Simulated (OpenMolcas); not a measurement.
**[B2H2Cl2]− (SMILES [BH2-]B(Cl)Cl) at ROHF/6-311G(d,p) (Cholesky decomposition)**

What is the vertical doublet–quartet gap of [B2H2Cl2]− at ROHF/6-311G** (Cholesky decomposition)? 

The results are computed with OpenMolcas 26.06.

7 further runs of the same task are left out: 2 that didn't finish, 5 set aside as unsound or not needed.

## (1) The molecule

[B2H2Cl2]− has 6 atoms, charge -1, and is taken as a doublet. SMILES: `[BH2-]B(Cl)Cl`. The coordinates come from a GFN2-xTB relaxation.

Bond lengths: B1–B2 1.572 Å, B2–Cl3 1.831 Å, B2–Cl4 1.836 Å, B1–H5 1.196 Å, B1–H6 1.197 Å. Angles: B1–B2–Cl3 125.9°, B1–B2–Cl4 125.5°, Cl3–B2–Cl4 108.6°, B2–B1–H5 123.3°, B2–B1–H6 122.9°, H5–B1–H6 113.8°.

## (2) The energy at ROHF/6-311G(d,p) (Cholesky decomposition)

The input, test.inp:

```
&GATEWAY
 Coord
 6
 angstrom
 B       -0.760010       0.487400       0.201300
 B        0.534770      -0.338020      -0.137360
 Cl       1.977310      -0.573740       0.964820
 Cl       0.846670      -1.234480      -1.708930
 H       -0.923510       1.055100       1.240770
 H       -1.675230       0.603740      -0.560600
 Basis=6-311G**
 Group=NoSym

&SEWARD
 Low

&SCF
 UHF
 Charge=-1
 Spin=2
 PrOrbitals=1 2

&RASSCF
 FileOrb=$Project.UnaOrb
 Spin=2
 Nactel=1 0 0
 Inactive=23
 Ras2=1
 OutOrbitals=Canonical
 OrbListing=Few
```

The run is started by

```bash
$ export MOLCAS_MEM=1860
$ pymolcas test.inp > test.log
```

Output:

```text
--- Start Module: gateway ---
[...]
--- Stop Module: gateway /rc=_RC_ALL_IS_WELL_ ---
[...]
      Basis functions          102
[...]
--- Start Module: scf ---
[...]
       Convergence after  15 Iterations
[...]
::    Total SCF energy                               -969.6384959853
[...]
      Total spin, S                                     0.5032370738
[...]
--- Stop Module: scf /rc=_RC_ALL_IS_WELL_ ---
[...]
--- Start Module: rasscf ---
[...]
      Number of active orbitals                  1
[...]
      Spin quantum number                      0.5
[...]
      Active orbitals                            1
[...]
      Number of CSFs                             1
[...]
      Number of root(s) required                 1
[...]
      Convergence after  9 iterations
[...]
      printout of CI-coefficients larger than  0.05 for root  1
      energy=    -969.636258
      conf/sym  1     Coeff  Weight
             1  u   1.00000 1.00000
      Natural orbitals and occupation numbers for root  1
      sym 1:   1.000000
      ************************************************************************************************************************
      *                                                    Final results                                                     *
[...]
::    RASSCF root number  1 Total energy:   -969.63625771
[...]
      Total electronic charge=   47.000000
      Total            charge=   -1.000000
[...]
      Dipole Moment (debye):
      Origin of the operator (angstrom)=    0.9966   -0.6376   -0.2621
                   X=  2.6688E+00               Y= -1.6922E+00               Z= -6.7148E-01           Total=  3.2306E+00
      Center of Charge (angstrom)
[...]
--- Stop Module: rasscf /rc=_RC_ALL_IS_WELL_ ---
[...]
```

Wall time 10 s (1 thread of Arm Neoverse V2, shared host).

## (3) The quartet at the same level

Edit test.inp of step 2 so:

```diff
@@ -1 +1,4 @@
+* B2Cl2H2 Hartree-Fock
+>>> EXPORT MOLCAS_PRINT=2
+
 &GATEWAY
@@ -19,3 +22,3 @@
  Charge=-1
- Spin=2
+ Spin=4
  PrOrbitals=1 2
@@ -24,6 +27,6 @@
  FileOrb=$Project.UnaOrb
- Spin=2
- Nactel=1 0 0
- Inactive=23
- Ras2=1
+ Spin=4
+ Nactel=3 0 0
+ Inactive=22
+ Ras2=3
  OutOrbitals=Canonical
```

The run is started by

```bash
$ export MOLCAS_MEM=1860
$ pymolcas test.inp > test.log
```

Output:

```text
--- Start Module: gateway ---
[...]
--- Stop Module: gateway /rc=_RC_ALL_IS_WELL_ ---
[...]
      Basis functions          102
[...]
--- Start Module: scf ---
[...]
       Convergence after  18 Iterations
[...]
::    Total SCF energy                               -969.4042449957
[...]
      Total spin, S                                     1.5048385638
[...]
--- Stop Module: scf /rc=_RC_ALL_IS_WELL_ ---
[...]
--- Start Module: rasscf ---
[...]
      Number of active orbitals                  3
[...]
      Spin quantum number                      1.5
[...]
      Active orbitals                            3
[...]
      Number of CSFs                             1
[...]
      Number of root(s) required                 1
[...]
      Convergence after 10 iterations
[...]
      printout of CI-coefficients larger than  0.05 for root  1
      energy=    -969.398419
      conf/sym  111     Coeff  Weight
             1  uuu   1.00000 1.00000
      Natural orbitals and occupation numbers for root  1
      sym 1:   1.000000   1.000000   1.000000
      ************************************************************************************************************************
      *                                                    Final results                                                     *
[...]
::    RASSCF root number  1 Total energy:   -969.39841879
[...]
      Total electronic charge=   47.000000
      Total            charge=   -1.000000
[...]
      Dipole Moment (debye):
      Origin of the operator (angstrom)=    0.9966   -0.6376   -0.2621
                   X=  2.6841E+00               Y= -1.7124E+00               Z= -6.8317E-01           Total=  3.2563E+00
      Center of Charge (angstrom)
[...]
--- Stop Module: rasscf /rc=_RC_ALL_IS_WELL_ ---
[...]
```

Wall time 11 s (1 thread of Arm Neoverse V2, shared host).

## (4) What came out

Level: ROHF/6-311G** (Cholesky decomposition).

| quantity | value |
| --- | --- |
| doublet: total energy | -969.63626 Eh |
| quartet: total energy | -969.39842 Eh |
| vertical energy of the quartet above the doublet | 6.472 eV |

What this shows: This program's gradients are faulty for this kind of reference, so any forces in the log (quartet) can't be trusted; the energy can. This program's gradients are faulty for this kind of reference, so any forces in the log (doublet) can't be trusted; the energy can. At this shape the quartet lies 6.47 eV (624 kJ/mol) above the doublet. For an anion a state so high probably lies above electron detachment. Mulliken charges (doublet) run from -0.37 on Cl4 to +0.00 on B2. Mulliken charges (quartet) run from -0.35 on Cl4 to +0.10 on B2; they depend strongly on the basis.
